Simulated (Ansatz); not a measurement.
# CaS3: the cost of one run

Method: DFT PBE, scalar-relativistic, plane waves, PAW, in Ansatz 0.2.0.

## (1) The starting structure

Symmetry: I4/mmm, No. 139, tetragonal system. The conventional cell has a = 4.347 Å, b = 4.347 Å, c = 9.710 Å, α = 90.00°, β = 90.00°, γ = 90.00°. Ca (site symmetry 4/mmm) has 12 S at 3.07 to 3.26 Å as nearest neighbours. S (site symmetry 4/mmm) is surrounded by 4 Ca at 3.07 Å. Around S (site symmetry -4m2) lie 8 S at 3.07 to 3.26 Å and 4 Ca at 3.26 Å.

Coordinates:

```cif
data_structure
_symmetry_space_group_name_H-M 'P 1'
_symmetry_Int_Tables_number 1
_cell_length_a 5.7461
_cell_length_b 5.7461
_cell_length_c 5.7461
_cell_angle_alpha 135.550
_cell_angle_beta 135.550
_cell_angle_gamma 64.676
_cell_volume 91.73
loop_
_atom_site_label
_atom_site_type_symbol
_atom_site_fract_x
_atom_site_fract_y
_atom_site_fract_z
_atom_site_occupancy
Ca1 Ca 0.00000 0.00000 0.00000 1
S1 S 0.50000 0.50000 0.00000 1
S2 S 0.25000 0.75000 0.50000 1
S3 S 0.75000 0.25000 0.50000 1
```

This is candidate A: TiAl3 (D0_22) type (I4/mmm, No. 139).

(A quick probe on a coarse mesh, which set the mesh and smearing, is not shown.)

## (3) Coarse relaxation (candidate A)

Input file input.yaml:

```yaml
crystal:
  lattice:
    - [-2.1734271675, 2.1734271675, 4.8549282184]
    - [2.1734271675, -2.1734271675, 4.8549282184]
    - [2.1734271675, 2.1734271675, -4.8549282184]
  atoms:
    - { symbol: Ca, position: [0.0, 0.0, 0.0] }
    - { symbol: S, position: [0.5, 0.5, 0.0] }
    - { symbol: S, position: [0.25, 0.75, 0.5] }
    - { symbol: S, position: [0.75, 0.25, 0.5] }
basis:
  ecutwfc: 420
kpoints:
  mp_grid: { grid: [6, 6, 6] }
hamiltonian:
  xc: pbe
scf:
  occupations: { method: gaussian, width: 0.1 }
  lower_state_search: "off"
output:
  forces: true
  stress: true
  eigenvalues: true
relax:
  adjacent_minimum: "off"
  f_tol: 0.04
  max_steps: 70
  cell: { stress_tol: 0.4 }
```

Command:

```
$ ansatz run input.yaml --threads 1 --pin off --max-ram 2560MiB --backend cpu --events-out ev --progress --plain --runs-dir out
```

**Question.** How long does this run take on 1 thread of Arm Neoverse V1, shared host, and how much memory does it need?

About 29 s, with a peak of 0.39 GiB.
